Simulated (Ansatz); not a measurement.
# HfN: the cost of one run

Computed with Ansatz 0.2.0 (DFT PBE, scalar-relativistic, plane waves, PAW, unless a step's input says otherwise).

2 further runs of the same task are left out: 2 set aside as unsound or not needed.

## (1) Starting point

It takes space group Fm-3m (No. 225, cubic). Conventional cell: a = 4.549 Å, b = 4.549 Å, c = 4.549 Å, α = 90.00°, β = 90.00°, γ = 90.00°. Around Hf (site symmetry m-3m) lie 6 N at 2.27 Å. N (site symmetry m-3m) is surrounded by 6 Hf at 2.27 Å.

As a file:

```
CELL_PARAMETERS angstrom
0.00000 2.27436 2.27436
2.27436 0.00000 2.27436
2.27436 2.27436 0.00000
ATOMIC_POSITIONS crystal
Hf 0.00000 0.00000 0.00000
N 0.50000 0.50000 0.50000
```

It is the result of an earlier relaxation at this level (volume 11.76 Å³/atom; gap on the mesh: none (metal)).

## (2) The cell under 5 GPa

At a set pressure the run lowers the enthalpy E + PV, so the energy alone may rise along the way.

Input file input.yaml:

```yaml
crystal:
  lattice:
    - [0.0, 2.2743602375, 2.2743602375]
    - [2.2743602375, 0.0, 2.2743602375]
    - [2.2743602375, 2.2743602375, 0.0]
  atoms:
    - { symbol: Hf, position: [0.0, 0.0, 0.0] }
    - { symbol: "N", position: [0.5, 0.5, 0.5] }
basis:
  ecutwfc: 420
kpoints:
  mp_grid: { grid: [16, 16, 16] }
hamiltonian:
  xc: pbe
scf:
  occupations: { method: fermi_dirac, width: 0.15 }
output:
  forces: true
  stress: true
  eigenvalues: true
relax:
  adjacent_minimum: "off"
  f_tol: 0.001
  max_steps: 60
  cell: { stress_tol: 0.02, p_target: 5.0 }
```

The run is started by

```bash
$ ansatz run input.yaml --threads 1 --pin off --max-ram 3072MiB --backend cpu --events-out ev --progress --plain --runs-dir out
```

**Question.** How long does this run take on 1 thread of Intel Xeon Platinum 8488C (Sapphire Rapids), shared host, and how much memory does it need?

About 19 s, with a peak of 0.44 GiB.
